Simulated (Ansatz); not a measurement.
# Te (diamond type): a single-point run

Wanted: a converged single-point run for Te (diamond type), and a check of what comes out.

Computed with Ansatz 0.2.0 (DFT, PBEsol, norm-conserving pseudopotentials, Ansatz's default files, scalar-relativistic, unless a step's input says otherwise).

### 1 The structure to begin with

It takes space group Fd-3m (No. 227, cubic). Conventional cell: a = 7.058 Å, b = 7.058 Å, c = 7.058 Å, α = 90.00°, β = 90.00°, γ = 90.00°. Te (site symmetry -43m) is surrounded by 4 Te at 3.06 Å.

As a file:

```cif
data_structure
_symmetry_space_group_name_H-M 'P 1'
_symmetry_Int_Tables_number 1
_cell_length_a 4.9905
_cell_length_b 4.9905
_cell_length_c 4.9905
_cell_angle_alpha 60.000
_cell_angle_beta 60.000
_cell_angle_gamma 60.000
_cell_volume 87.89
loop_
_atom_site_label
_atom_site_type_symbol
_atom_site_fract_x
_atom_site_fract_y
_atom_site_fract_z
_atom_site_occupancy
Te1 Te 0.87500 0.87500 0.87500 1
Te2 Te 0.12500 0.12500 0.12500 1
```

### 2 The run

input.yaml

```yaml
crystal:
  lattice:
    - [0.0, 3.5288309566, 3.5288309566]
    - [3.5288309566, 0.0, 3.5288309566]
    - [3.5288309566, 3.5288309566, 0.0]
  atoms:
    - { symbol: te, position: [-0.125, -0.125, -0.125] }
    - { symbol: Te, position: [0.125, 0.125, 0.125] }
kpoints:
  mp_grid: { grid: [10, 10, 10] }
scf:
  occupations: { method: fermi_dirac, width: 0.1 }
  max_iter: 100
hamiltonian:
  xc: pbesol
  pseudopotentials: { kind: nc }
output:
  forces: true
  stress: true
  eigenvalues: true
```

Launch:

```sh
ansatz run input.yaml --threads 1 --pin off --max-ram 2048MiB --backend cpu --events-out ev --progress --plain --runs-dir out
```

What happens when this is run?

The run ended at the input check. Its message: «line 7 column 17: `te` is not an element symbol (H … Og, case-exact)»

An atom's symbol is no element symbol as the program reads them.

Fix: write the element's symbol correctly.
